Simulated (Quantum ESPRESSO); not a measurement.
# Ga in Quantum ESPRESSO: further runs

One sheet, Ga, is run at these levels: PBE; tasks: work function.

Program: Quantum ESPRESSO 7.5. These are calculated values, not measurements. Logs are shortened: lines on timing, memory, paths and dates and some standing lists are left out, and cuts for length are marked.

**1. The sheet as given**

The cell holds a sheet with vacuum, 2 atoms: a = 4.330 Å, b = 4.330 Å, c = 23.800 Å, α = 90.00°, β = 90.00°, γ = 120.00°.

The cell was built by a generator and needn't be a form met in nature.

**2. Work function, PBE**

pw.in

```
&CONTROL
  calculation = 'scf'
  prefix = 'pwscf'
  outdir = './tmp'
  pseudo_dir = './pseudo'
  tprnfor = .true.
  disk_io = 'low'
/
&SYSTEM
  ibrav = 0
  celldm(1) = 8
  nat = 2
  ntyp = 1
  ecutwfc = 80
  nbnd = 20
  occupations = 'smearing'
  smearing = 'fd'
  degauss = 0.00367493
/
&ELECTRONS
  conv_thr = 2d-09
  electron_maxstep = 150
  mixing_beta = 0.3
  mixing_mode = 'local-TF'
/
ATOMIC_SPECIES
Ga    69.7230 Ga.upf
CELL_PARAMETERS alat
  1.0229252863635   0.0000000000000   0.0000000000000
 -0.5114614621029   0.8858799856480  -0.0000000000000
  0.0000000000000   0.0000000000000   5.6219352207617
ATOMIC_POSITIONS crystal
Ga     0.3333300000    0.6666700000    0.2941200000
Ga     0.6666700000    0.3333300000    0.2941200000
K_POINTS automatic
7 7 1 0 0 0
```

pp_density.in

```
&INPUTPP
  prefix = 'pwscf'
  outdir = './tmp'
  filplot = 'density.dat'
  plot_num = 0
/
&PLOT
  nfile = 1
  filepp(1) = 'density.dat'
  iflag = 3
  output_format = 6
  fileout = 'density.cube'
/
```

pp_potential.in

```
&INPUTPP
  prefix = 'pwscf'
  outdir = './tmp'
  filplot = 'potential.dat'
  plot_num = 11
/
&PLOT
  nfile = 1
  filepp(1) = 'potential.dat'
  iflag = 3
  output_format = 6
  fileout = 'potential.cube'
/
```

pp_elf.in

```
&INPUTPP
  prefix = 'pwscf'
  outdir = './tmp'
  filplot = 'elf.dat'
  plot_num = 8
/
&PLOT
  nfile = 1
  filepp(1) = 'elf.dat'
  iflag = 3
  output_format = 6
  fileout = 'elf.cube'
/
```

Potentials or basis: PseudoDojo 0.4.1 SR PBE standard.

Command:

```sh
OMP_NUM_THREADS=1 mpirun -n 2 pw.x -nk 2 -in pw.in > pw.out
OMP_NUM_THREADS=1 mpirun -n 1 pp.x -in pp_density.in > pp_density.out
OMP_NUM_THREADS=1 mpirun -n 1 pp.x -in pp_potential.in > pp_potential.out
OMP_NUM_THREADS=1 mpirun -n 1 pp.x -in pp_elf.in > pp_elf.out
```

pw.out:

```text
This program is part of the open-source Quantum ESPRESSO suite
     for quantum simulation of materials; please cite
[... 13 lines left out ...]
     --------------------
     sticks:   dense  smooth     PW     G-vecs:    dense   smooth      PW
     Sum        1483    1483    433               252407   252407   39077

     Using Slab Decomposition

     bravais-lattice index     =            0
     lattice parameter (alat)  =       8.0000  a.u.
     unit-cell volume          =    2608.4025 (a.u.)^3
     number of atoms/cell      =            2
     number of atomic types    =            1
     number of electrons       =        26.00
     number of Kohn-Sham states=           20
     kinetic-energy cutoff     =      80.0000  Ry
     charge density cutoff     =     320.0000  Ry
     scf convergence threshold =      2.0E-09
     mixing beta               =       0.3000
     number of iterations used =            8  local-TF  mixing
     Exchange-correlation= PBE
                           (   1   4   3   4   0   0   0)

     celldm(1)=   8.000000  celldm(2)=   0.000000  celldm(3)=   0.000000
     celldm(4)=   0.000000  celldm(5)=   0.000000  celldm(6)=   0.000000

     crystal axes: (cart. coord. in units of alat)
               a(1) = (   1.022925   0.000000   0.000000 )
               a(2) = (  -0.511461   0.885880  -0.000000 )
               a(3) = (   0.000000   0.000000   5.621935 )

     reciprocal axes: (cart. coord. in units 2 pi/alat)
               b(1) = (  0.977589  0.564409 -0.000000 )
               b(2) = (  0.000000  1.128821  0.000000 )
               b(3) = ( -0.000000  0.000000  0.177875 )

     PseudoPot. # 1 for Ga read from file:
     Ga.upf
     Pseudo is Norm-conserving + core correction, Zval = 13.0
     Generated using ONCVPSP code by D. R. Hamann
     Using radial grid of 1902 points,  6 beta functions with:
                l(1) =   0
                l(2) =   0
                l(3) =   1
                l(4) =   1
                l(5) =   2
                l(6) =   2

     atomic species   valence    mass     pseudopotential
     Ga               13.00    69.72300     Ga( 1.00)

      2 Sym. Ops. (no inversion) found

   Cartesian axes

     site n.     atom                  positions (alat units)
         1        Ga     tau(   1) = (  -0.0000043   0.5905896   1.6535236  )
         2        Ga     tau(   2) = (   0.5114682   0.2952904   1.6535236  )

     number of k points=    25  Fermi-Dirac smearing, width (Ry)=  0.0037
                       cart. coord. in units 2pi/alat
        k(    1) = (   0.0000000   0.0000000   0.0000000), wk =   0.0408163
        k(    2) = (   0.0000000   0.1612602   0.0000000), wk =   0.0816327
        k(    3) = (   0.0000000   0.3225203   0.0000000), wk =   0.0816327
        k(    4) = (   0.0000000   0.4837805   0.0000000), wk =   0.0816327
        k(    5) = (   0.1396555   0.0806299   0.0000000), wk =   0.0816327
        k(    6) = (   0.1396555   0.2418900   0.0000000), wk =   0.0816327
[... 17 lines left out ...]
        k(   24) = (   0.4189665  -0.0806306   0.0000000), wk =   0.0816327
        k(   25) = (   0.4189665   0.0806295   0.0000000), wk =   0.0816327

     Dense  grid:   252407 G-vectors     FFT dimensions: (  48,  48, 270)

     Initial potential from superposition of free atoms

     starting charge      25.9947, renormalised to      26.0000

     negative rho (up, down):  2.846E-05 0.000E+00
     Starting wfcs are   18 randomized atomic wfcs +    2 random wfcs

     Self-consistent Calculation

     iteration #  1     ecut=    80.00 Ry     beta= 0.30
     Davidson diagonalization with overlap
     ethr =  1.00E-02,  avg # of iterations =  6.6

     Threshold (ethr) on eigenvalues was too large:
     Diagonalizing with lowered threshold

     Davidson diagonalization with overlap
     ethr =  2.19E-04,  avg # of iterations = 10.0

     total energy              =    -305.80884897 Ry
     estimated scf accuracy    <       0.05793338 Ry

     iteration #  2     ecut=    80.00 Ry     beta= 0.30
     Davidson diagonalization with overlap
     ethr =  2.23E-04,  avg # of iterations =  1.0

     total energy              =    -305.79566050 Ry
     estimated scf accuracy    <       0.03454019 Ry

     iteration #  3     ecut=    80.00 Ry     beta= 0.30
     Davidson diagonalization with overlap
     ethr =  1.33E-04,  avg # of iterations =  6.1

     total energy              =    -305.79985361 Ry
     estimated scf accuracy    <       0.00174935 Ry

     iteration #  4     ecut=    80.00 Ry     beta= 0.30
     Davidson diagonalization with overlap
     ethr =  6.73E-06,  avg # of iterations = 10.6

     total energy              =    -305.79978927 Ry
     estimated scf accuracy    <       0.00115566 Ry

     iteration #  5     ecut=    80.00 Ry     beta= 0.30
     Davidson diagonalization with overlap
     ethr =  4.44E-06,  avg # of iterations =  3.9

     total energy              =    -305.79976046 Ry
     estimated scf accuracy    <       0.00056515 Ry

     iteration #  6     ecut=    80.00 Ry     beta= 0.30
     Davidson diagonalization with overlap
     ethr =  2.17E-06,  avg # of iterations =  7.7

     total energy              =    -305.79980401 Ry
     estimated scf accuracy    <       0.00034003 Ry

     iteration #  7     ecut=    80.00 Ry     beta= 0.30
     Davidson diagonalization with overlap
     ethr =  1.31E-06,  avg # of iterations =  7.7

     negative rho (up, down):  2.914E-03 0.000E+00

     total energy              =    -305.79968253 Ry
     estimated scf accuracy    <       0.00050173 Ry

     iteration #  8     ecut=    80.00 Ry     beta= 0.30
     Davidson diagonalization with overlap
     ethr =  1.31E-06,  avg # of iterations =  9.0

     negative rho (up, down):  3.635E-03 0.000E+00

     total energy              =    -305.79972818 Ry
     estimated scf accuracy    <       0.00010600 Ry

     iteration #  9     ecut=    80.00 Ry     beta= 0.30
     Davidson diagonalization with overlap
     ethr =  4.08E-07,  avg # of iterations =  3.6

     negative rho (up, down):  2.047E-03 0.000E+00

     total energy              =    -305.79972284 Ry
     estimated scf accuracy    <       0.00006196 Ry

     iteration # 10     ecut=    80.00 Ry     beta= 0.30
     Davidson diagonalization with overlap
     ethr =  2.38E-07,  avg # of iterations =  4.9
[... 6 lines left out ...]
     iteration # 11     ecut=    80.00 Ry     beta= 0.30
     Davidson diagonalization with overlap
     ethr =  2.12E-08,  avg # of iterations =  3.0

     negative rho (up, down):  1.384E-04 0.000E+00

     total energy              =    -305.79973304 Ry
     estimated scf accuracy    <       0.00000363 Ry

     iteration # 12     ecut=    80.00 Ry     beta= 0.30
     Davidson diagonalization with overlap
     ethr =  1.40E-08,  avg # of iterations =  7.1

     negative rho (up, down):  8.808E-06 0.000E+00

     total energy              =    -305.79973346 Ry
     estimated scf accuracy    <       0.00000007 Ry

     iteration # 13     ecut=    80.00 Ry     beta= 0.30
     Davidson diagonalization with overlap
     ethr =  2.58E-10,  avg # of iterations =  4.9

     negative rho (up, down):  3.077E-06 0.000E+00

     total energy              =    -305.79973314 Ry
     estimated scf accuracy    <       0.00000014 Ry

     iteration # 14     ecut=    80.00 Ry     beta= 0.30
     Davidson diagonalization with overlap
     ethr =  2.58E-10,  avg # of iterations =  4.6

     negative rho (up, down):  4.839E-06 0.000E+00

     total energy              =    -305.79973299 Ry
     estimated scf accuracy    <          7.1E-09 Ry

     iteration # 15     ecut=    80.00 Ry     beta= 0.30
     Davidson diagonalization with overlap
     ethr =  2.73E-11,  avg # of iterations =  3.0

     negative rho (up, down):  3.964E-06 0.000E+00

     total energy              =    -305.79973304 Ry
     estimated scf accuracy    <          3.5E-09 Ry

     iteration # 16     ecut=    80.00 Ry     beta= 0.30
     Davidson diagonalization with overlap
     ethr =  1.35E-11,  avg # of iterations =  1.9

     End of self-consistent calculation

          k = 0.0000 0.0000 0.0000 ( 31551 PWs)   bands (ev):

   -17.6688 -17.5559 -17.5559 -17.5354 -17.5354 -17.3570 -17.3570 -17.3433
   -17.3433 -17.3336 -11.0326  -3.7483  -1.5751  -1.5749  -1.2105   0.5868
     1.3215   1.5366   2.3057   2.4904

          k = 0.0000 0.1613 0.0000 ( 31560 PWs)   bands (ev):

   -17.6674 -17.5769 -17.5724 -17.5608 -17.5498 -17.3519 -17.3446 -17.3388
   -17.3078 -17.3062 -10.8366  -3.6281  -3.5391  -1.9771   0.2948   0.8058
     1.5355   1.7531   2.4289   2.5186

          k = 0.0000 0.3225 0.0000 ( 31530 PWs)   bands (ev):

   -17.6785 -17.6365 -17.6112 -17.5709 -17.5339 -17.3733 -17.3531 -17.3293
   -17.2387 -17.2309 -10.2595  -5.6852  -2.9317  -2.6223   0.1341   1.4714
     1.5266   2.1909   2.4097   3.1604

          k = 0.0000 0.4838 0.0000 ( 31514 PWs)   bands (ev):

   -17.7035 -17.6714 -17.6138 -17.5785 -17.5176 -17.3939 -17.3616 -17.3222
   -17.1956 -17.1820  -9.4187  -7.2988  -3.0144  -2.0649  -0.2054   0.0222
     2.5367   3.2353   3.4974   4.1672

          k = 0.1397 0.0806 0.0000 ( 31560 PWs)   bands (ev):

   -17.6674 -17.5769 -17.5724 -17.5607 -17.5498 -17.3519 -17.3446 -17.3388
   -17.3078 -17.3062 -10.8366  -3.6281  -3.5391  -1.9771   0.2948   0.8058
     1.5355   1.7532   2.4289   2.5186

          k = 0.1397 0.2419 0.0000 ( 31555 PWs)   bands (ev):

   -17.6767 -17.6182 -17.6050 -17.5698 -17.5365 -17.3687 -17.3394 -17.3307
   -17.2919 -17.2251 -10.4485  -5.0782  -3.1292  -2.8250   1.2165   1.3041
     1.9591   2.0776   2.1751   2.3450

          k = 0.1397 0.4032 0.0000 ( 31506 PWs)   bands (ev):

   -17.7150 -17.6397 -17.6189 -17.5811 -17.5138 -17.3955 -17.3456 -17.3208
   -17.2596 -17.1537  -9.7067  -6.6861  -3.6225  -2.3586   0.6196   1.2429
     2.1153   2.7680   3.0626   3.6270

          k = 0.1397 0.5644 0.0000 ( 31506 PWs)   bands (ev):

   -17.7338 -17.6509 -17.6158 -17.5859 -17.4996 -17.4115 -17.3502 -17.3166
   -17.2450 -17.1263  -9.0208  -7.6936  -3.8952  -1.6574  -0.3508   1.0860
     3.2813   3.3081   3.4962   4.3605

          k = 0.1397-0.4032 0.0000 ( 31506 PWs)   bands (ev):

   -17.7150 -17.6397 -17.6189 -17.5811 -17.5138 -17.3955 -17.3456 -17.3207
   -17.2596 -17.1537  -9.7067  -6.6860  -3.6225  -2.3587   0.6197   1.2429
     2.1153   2.7680   3.0626   3.6269

          k = 0.1397-0.2419 0.0000 ( 31555 PWs)   bands (ev):

   -17.6766 -17.6182 -17.6049 -17.5698 -17.5365 -17.3687 -17.3394 -17.3307
   -17.2919 -17.2251 -10.4485  -5.0781  -3.1292  -2.8252   1.2165   1.3042
     1.9591   2.0776   2.1751   2.3448

          k = 0.1397-0.0806 0.0000 ( 31560 PWs)   bands (ev):

   -17.6674 -17.5769 -17.5724 -17.5608 -17.5498 -17.3519 -17.3446 -17.3388
   -17.3078 -17.3062 -10.8366  -3.6280  -3.5391  -1.9773   0.2948   0.8058
     1.5355   1.7532   2.4289   2.5186

          k = 0.2793 0.1613 0.0000 ( 31530 PWs)   bands (ev):

   -17.6785 -17.6365 -17.6112 -17.5709 -17.5339 -17.3733 -17.3531 -17.3293
   -17.2387 -17.2309 -10.2595  -5.6852  -2.9317  -2.6223   0.1341   1.4714
     1.5266   2.1909   2.4097   3.1604
[... 33 lines left out ...]
   -17.6766 -17.6182 -17.6049 -17.5698 -17.5365 -17.3687 -17.3394 -17.3307
   -17.2919 -17.2251 -10.4485  -5.0781  -3.1292  -2.8252   1.2165   1.3042
     1.9591   2.0776   2.1751   2.3448

          k = 0.4190 0.2419 0.0000 ( 31514 PWs)   bands (ev):

   -17.7035 -17.6714 -17.6138 -17.5785 -17.5176 -17.3939 -17.3616 -17.3222
   -17.1956 -17.1820  -9.4187  -7.2988  -3.0144  -2.0649  -0.2054   0.0222
     2.5367   3.2353   3.4974   4.1672

          k = 0.4190 0.4031 0.0000 ( 31506 PWs)   bands (ev):

   -17.7338 -17.6509 -17.6158 -17.5859 -17.4996 -17.4115 -17.3502 -17.3166
   -17.2450 -17.1263  -9.0208  -7.6936  -3.8952  -1.6574  -0.3508   1.0860
     3.2815   3.3081   3.4960   4.1112

          k = 0.4190 0.5644 0.0000 ( 31436 PWs)   bands (ev):

   -17.7502 -17.6300 -17.6232 -17.5912 -17.4794 -17.4311 -17.3253 -17.3125
   -17.2879 -17.1025  -8.8644  -7.7102  -4.5343  -1.4974  -0.3502   2.6763
     3.1452   3.3223   3.8012   4.1482

          k = 0.4190 0.7257 0.0000 ( 31506 PWs)   bands (ev):

   -17.7338 -17.6509 -17.6158 -17.5859 -17.4996 -17.4115 -17.3502 -17.3166
   -17.2450 -17.1263  -9.0209  -7.6934  -3.8953  -1.6575  -0.3507   1.0859
     3.2815   3.3080   3.4960   4.1112

          k = 0.4190-0.2419 0.0000 ( 31514 PWs)   bands (ev):

   -17.7035 -17.6714 -17.6138 -17.5786 -17.5176 -17.3939 -17.3616 -17.3222
   -17.1956 -17.1820  -9.4188  -7.2986  -3.0145  -2.0650  -0.2056   0.0223
     2.5367   3.2353   3.4974   4.1672

          k = 0.4190-0.0806 0.0000 ( 31506 PWs)   bands (ev):

   -17.7149 -17.6397 -17.6190 -17.5811 -17.5138 -17.3955 -17.3456 -17.3207
   -17.2596 -17.1537  -9.7067  -6.6859  -3.6226  -2.3587   0.6197   1.2428
     2.1153   2.7680   3.0626   3.6269

          k = 0.4190 0.0806 0.0000 ( 31506 PWs)   bands (ev):

   -17.7150 -17.6397 -17.6189 -17.5811 -17.5138 -17.3955 -17.3456 -17.3207
   -17.2596 -17.1537  -9.7067  -6.6860  -3.6225  -2.3587   0.6197   1.2429
     2.1153   2.7680   3.0626   3.6270

     the Fermi energy is    -2.8522 ev

!    total energy              =    -305.79973357 Ry
     estimated scf accuracy    <          1.3E-09 Ry
     smearing contrib. (-TS)   =      -0.00122004 Ry
     internal energy E=F+TS    =    -305.79851353 Ry

     The total energy is F=E-TS. E is the sum of the following terms:
     one-electron contribution =   -1092.16009234 Ry
     hartree contribution      =     558.62970043 Ry
     xc contribution           =     -83.51699924 Ry
     ewald contribution        =     311.24887762 Ry

     convergence has been achieved in  16 iterations

     Forces acting on atoms (cartesian axes, Ry/au):

     atom    1 type  1   force =     0.00001113   -0.00000446    0.00000000
     atom    2 type  1   force =    -0.00001113    0.00000446    0.00000000

     Total force =     0.000017     Total SCF correction =     0.000028
     SCF correction compared to forces is large: reduce conv_thr to get better values

=------------------------------------------------------------------------------=
   JOB DONE.
=------------------------------------------------------------------------------=
```

Wall time 4.5 min (2 MPI ranks of Arm Neoverse V2, shared host); peak memory 1 GiB.

Results:

| Quantity | Value |
| --- | --- |
| Free energy | -4160.6173 eV |
| Band gap on the k mesh | none (metal or under the smearing width) |
| Work function of the upper face | 4.33 eV |
| Work function of the lower face | 4.33 eV |

[end of part 1 of 2]
